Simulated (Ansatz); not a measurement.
**Cd4Te4 wurtzite atom sphere (Cd4Te4H14): the relaxed shape and its frontier levels**

What does Cd4Te4 wurtzite atom sphere (Cd4Te4H14) look like as a singlet, and where do its frontier electrons sit?

Method: RKS PBE0-D4/def2-TZVP; program: Ansatz 0.2.0, Gaussian basis.

Plan: relaxation at PBE-D4/def2-SVP; a single point at PBE0-D4/def2-TZVP.

1 further run of the same task is left out (set aside as unsound or not needed).

### Step 1. The starting structure

22 atoms, charge 0, spin multiplicity 1.

Atoms are counted from 1 here; the program's logs count them from 0.

Bond lengths: Cd1–Te2 3.119 Å, Cd1–Te4 2.967 Å, Cd1–H9 1.682 Å, Cd1–H10 1.682 Å, Te2–Cd6 2.922 Å, Te2–H11 1.617 Å, Te2–H12 1.617 Å, Cd3–Te4 2.966 Å, Cd3–Te5 3.120 Å, Cd3–H13 1.682 Å, Cd3–H14 1.682 Å, Te4–Cd7 2.965 Å, Te4–H15 1.630 Å, Te5–Cd6 2.921 Å, Te5–H16 1.617 Å, Te5–H17 1.617 Å, Cd6–Te8 2.921 Å, Cd6–H18 1.623 Å and more. Angles: Te2–Cd1–Te4 86.2°, Te2–Cd1–H9 94.7°, Te2–Cd1–H10 94.8°, Te4–Cd1–H9 109.5°, Te4–Cd1–H10 109.6°, H9–Cd1–H10 140.2°, Cd1–Te2–Cd6 128.7°, Cd1–Te2–H11 114.1°, Cd1–Te2–H12 114.4°, Cd6–Te2–H11 101.1°, Cd6–Te2–H12 101.0°, H11–Te2–H12 90.4°, Te4–Cd3–Te5 86.3°, Te4–Cd3–H13 109.6°, Te4–Cd3–H14 109.6°, Te5–Cd3–H13 94.6°, Te5–Cd3–H14 94.7°, H13–Cd3–H14 140.1° and more.

Cd, Te take a core potential in the def2 sets. No spin-orbit coupling is included.

The start is a GFN1-xTB geometry.

### Step 2. Relaxation at PBE-D4/def2-SVP

in.yaml

```yaml
crystal:
  periodic: [false, false, false]
  atoms:
    - {symbol: Cd, position_ang: [-2.570670, -1.475960, -1.854020]}
    - {symbol: Te, position_ang: [-2.177610, -1.254750, 1.232380]}
    - {symbol: Cd, position_ang: [2.556630, -1.490190, -1.856730]}
    - {symbol: Te, position_ang: [-0.002410, -0.008030, -2.085610]}
    - {symbol: Te, position_ang: [2.187490, -1.250660, 1.231670]}
    - {symbol: Cd, position_ang: [0.004380, 0.009400, 2.708480]}
    - {symbol: Cd, position_ang: [0.001540, 2.948750, -1.861340]}
    - {symbol: Te, position_ang: [0.002550, 2.528510, 1.230270]}
    - {symbol: H, position_ang: [-2.279920, -3.131360, -1.912330]}
    - {symbol: H, position_ang: [-3.850020, -0.385510, -1.910250]}
    - {symbol: H, position_ang: [-2.307050, -2.663390, 2.016000]}
    - {symbol: H, position_ang: [-3.461290, -0.680430, 2.030060]}
    - {symbol: H, position_ang: [2.257630, -3.144720, -1.900640]}
    - {symbol: H, position_ang: [3.842610, -0.408670, -1.927240]}
    - {symbol: H, position_ang: [-0.001740, -0.007220, -3.715300]}
    - {symbol: H, position_ang: [2.323620, -2.657610, 2.016200]}
    - {symbol: H, position_ang: [3.474080, -0.671390, 2.021830]}
    - {symbol: H, position_ang: [0.001970, 0.005650, 4.331390]}
    - {symbol: H, position_ang: [-1.579120, 3.520230, -1.915750]}
    - {symbol: H, position_ang: [1.583380, 3.515760, -1.917070]}
    - {symbol: H, position_ang: [-1.150210, 3.347010, 2.014770]}
    - {symbol: H, position_ang: [1.144170, 3.354590, 2.023270]}
basis:
  gaussian: {orbitals: def2-SVP}
hamiltonian: {xc: pbe, dispersion: d4}
scf: {lower_state_search: "off"}
output: {orbitals: {seedname: orbitals}}
relax: {f_tol: 0.03, max_steps: 70}
```

On the command line:

```sh
$ ansatz run in.yaml --threads 2 --pin off --events-out ev --progress --plain --max-ram 31744MiB --backend cuda --devices 0, --max-vram 18GiB
```

Further steps of the session: Single point, PBE0-D4/def2-TZVP.

**Question.** What will the summary of the whole plan be? Wanted: point group; commonest bond, hydrogen aside; HOMO, LUMO at PBE0-D4/def2-TZVP.

**Answer**, as computed:

```
                       quantity                            value
                    point group                               C1
 commonest bond, hydrogen aside  Cd–Te, 6 of mean length 3.003 Å
HOMO, LUMO at PBE0-D4/def2-TZVP                  -6.66, -1.70 eV
```

**Reading.** The relaxation broke 4 and made 3 bonds, so the end is another structure than the start. No usable vibrations, so a minimum isn't proven. The HOMO lies nearest to Te4 49 %; Te8 14 % and the LUMO to Te2, Te5 about 18 % each; 4 H atoms about 9 % each. Doubts on the single point: geometry only loosely relaxed. Whether this spin is the lowest isn't tested here. The point group is read from a loosely relaxed geometry; soft torsions can leave it below the true symmetry.
